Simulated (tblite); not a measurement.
# C4H11ClOSi2: the cost of one run

Programs: tblite 0.8.0 and PySCF 2.14.0, with density-fitted response routines of our own. Each step states its level of theory. These are calculated values for one molecule in the gas phase, unless marked as measured. Atoms count from 0, in the outputs and in this text.

**1. The starting structure**

19 atoms, charge 0, multiplicity 1; geometry from: force field or distance geometry start.

Bonds of the start (Å): C0–C1 1.49, C1–O2 1.22, C1–Si3 1.87, Si3–C4 1.85, Si3–Si5 2.22, Si5–C6 1.88, C6–Cl7 1.76, C0–H8 1.13, C0–H9 1.10, C0–H10 1.11, Si3–H11 1.46, C4–H12 1.10, C4–H13 1.12, C4–H14 1.11, Si5–H15 1.47, Si5–H16 1.48, C6–H17 1.10, C6–H18 1.13.

**2. Relaxing the molecule with GFN2-xTB**

Job settings and geometry (Å):

```
{"job": {"kind": "relax", "xc": "GFN2-xTB", "basis": "xTB"}, "charge": 0, "multiplicity": 1}
C     -2.511900    -0.843100     0.160700
C     -1.459700    -0.860200    -0.894800
O     -1.450600    -1.652000    -1.817300
Si    -0.097800     0.401900    -0.679300
C     -0.916200     1.916800    -0.008400
Si     1.383100    -0.514400     0.694500
C      3.135000    -0.453200     0.009000
Cl     3.945500     1.053300     0.436500
H     -2.063300    -0.439100     1.116400
H     -3.362500    -0.218800    -0.144900
H     -2.901700    -1.854400     0.397700
H      0.464000     0.690000    -1.990900
H     -0.703300     2.769300    -0.670900
H     -2.025900     1.796600    -0.046700
H     -0.691100     2.144200     1.054100
H      1.314700     0.023900     2.064800
H      1.074400    -1.955200     0.815600
H      3.167100    -0.720500    -1.058700
H      3.690400    -1.275700     0.555000
```

Run with:

```
$ OMP_NUM_THREADS=1 python probes_run.py task.json out
```

The driver reads the jobs from task.json and runs them one after another.

**Question.** How long does this first job take on 1 thread of Arm Neoverse V2, shared host?

About 1.2 s.
